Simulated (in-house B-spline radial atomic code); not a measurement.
**Zr⁺: ionisation energy by several methods**

The task here is to estimate one member of a computed series from the others.

The numbers are computed with in-house B-spline radial atomic code version 1 (scalar-relativistic (X2C), several functionals, spin-polarised; spherical all-electron atom at the radial basis limit), except any that are marked as measured or tabulated.

## The system

* element: zirconium (Z = 40)
* charge: +1
* electrons: 39
* configuration: [Kr] 4d2 5s1
* nucleus: Fermi, rms radius 4.269 fm

The outer shells:

[Kr] 4d2 5s1
```
[Kr] core
4d [↑ ][↑ ][  ][  ][  ]
5s [↑ ]
```

Where spins are not typed, each open shell is filled with up spins first.

The first run:

Settings, as recorded:

```ini
Z = 40
electrons = 39.0
configuration = [Kr] 4d2 5s1
hamiltonian = x2c
method = lda,vwn
spin_polarised = True
nucleus = fermi
rms_radius = 4.2694
mass_number = 90
atomic_mass = 89.904698755
speed_of_light = 137.035999084
```

Among the steps run: LDA (VWN5); PBEsol; Hartree-Fock; r2SCAN; OLYP.

One table of the session follows, with a row left open; its other results are not shown here.

| method | ΔSCF (eV) |
| --- | --- |
| LDA (VWN5) | 13.707 |
| PBEsol | 13.478 |
| OLYP | ? |
| r2SCAN | 13.335 |
| Hartree-Fock | 12.310 |

Estimate the missing values for OLYP.

**Answer.** ΔSCF (eV): 13.071. In the column «ΔSCF (eV)» it lies between Hartree-Fock (12.310) and r2SCAN (13.335).
